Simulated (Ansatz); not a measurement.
**Ta: a line through a two-coordinate scan**

The task here is to estimate one member of a computed series from the others.

Method: DFT PBEsol, scalar-relativistic, plane waves, PAW, in Ansatz 0.2.0.

26 further runs of the same task are left out: 26 set aside as unsound or not needed.

## Starting point

The structure is cubic, space group Im-3m (No. 229). Conventional cell: a = 3.280 Å, b = 3.280 Å, c = 3.280 Å, α = 90.00°, β = 90.00°, γ = 90.00°. Ta (site symmetry m-3m) is surrounded by 8 Ta at 2.84 Å.

Structure file:

```xyz
1
Lattice="-1.6402 1.6402 1.6402 1.6402 -1.6402 1.6402 1.6402 1.6402 -1.6402" Properties=species:S:1:pos:R:3 pbc="T T T"
Ta    0.0000    0.0000    0.0000
```

It is the result of an earlier relaxation at this level (volume 17.65 Å³/atom; gap on the mesh: none (metal)).

## The scan

The energy is mapped over volume and the cell's shape.

- volume per atom: 7 values from 15.53 to 19.77 Å³
- c/a of the conventional cell: 9 values from 0.861 to 1.566

Nothing else is relaxed (symmetry fixes all fractional coordinates). Energies count from the relaxed crystal. Points are written as (first, second).

Set-up of the first run:

Input file input.yaml:

```yaml
crystal:
  lattice:
    - [-1.4227399801, 1.4227399801, 1.9184225891]
    - [1.4227399801, -1.4227399801, 1.9184225891]
    - [1.4227399801, 1.4227399801, -1.9184225891]
  atoms:
    - { symbol: Ta, position: [0.0, 0.0, 0.0] }
basis:
  ecutwfc: 420
kpoints:
  mp_grid: { grid: [22, 22, 22] }
hamiltonian:
  xc: pbesol
  pseudopotentials: { kind: paw, azcp: { folder: soft_1 } }
scf:
  occupations: { method: gaussian, width: 0.15 }
output:
  forces: true
  stress: true
  eigenvalues: true
  write_density: true
  write_potential: true
  elf: true
  volumetric_format: npy
```

Command:

```bash
> ansatz run input.yaml --threads 1 --pin off --max-ram 2048MiB --backend cpu --events-out ev --progress --plain --runs-dir out
```

Among the steps run: The run at (15.53 Å³, 1.348); The run at (16.24 Å³, 1.348); Grid point (16.95 Å³, 1.348); Grid point (17.65 Å³, 1.348); Point (19.06 Å³, 1.348).

One of the session's tables, all rows but one given; the rest of the session is left out.

| volume per atom (Å³) | energy (meV/atom) | slope (meV/atom per Å³) | pressure (GPa) |
| --- | --- | --- | --- |
| 15.53 | 556 | −262 | 42.0 |
| 16.24 | 403 | −173 | 27.7 |
| 16.95 | 308 | −99 | 15.9 |
| 17.65 | ? | ? | ? |
| 18.36 | 252 | 13 | −2.1 |
| 19.06 | 277 | 55 | −8.9 |
| 19.77 | 329 | 91 | −14.5 |

**Question.** Estimate the row for volume per atom (Å³) = 17.65.

Worked estimate for «energy (meV/atom)». A straight line through the neighbours (16.95, 308) and (18.36, 252) gives 308 + (252 − 308) × (17.65 − 16.95) / (18.36 − 16.95) = 280; a parabola fitted to 4 rows on both sides gives 260.

The run gave: energy (meV/atom): 260; slope (meV/atom per Å³): −38; pressure (GPa): 6.1. In «energy (meV/atom)» the line misses by +20 and the parabola by +0.

Energies count from the relaxed crystal. Rows without a step come from runs not printed here or follow by symmetry.

What this shows: The lowest point of the line is at 18.36 Å³, 252 meV/atom from the zero. V·d²E/dV² there is about 200 GPa, a bulk modulus under this line's constraint. The highest point computed, at 15.53 Å³, lies 304 meV/atom above the lowest.

To keep in mind: Warnings in the runs' records: pseudo functional mismatch.
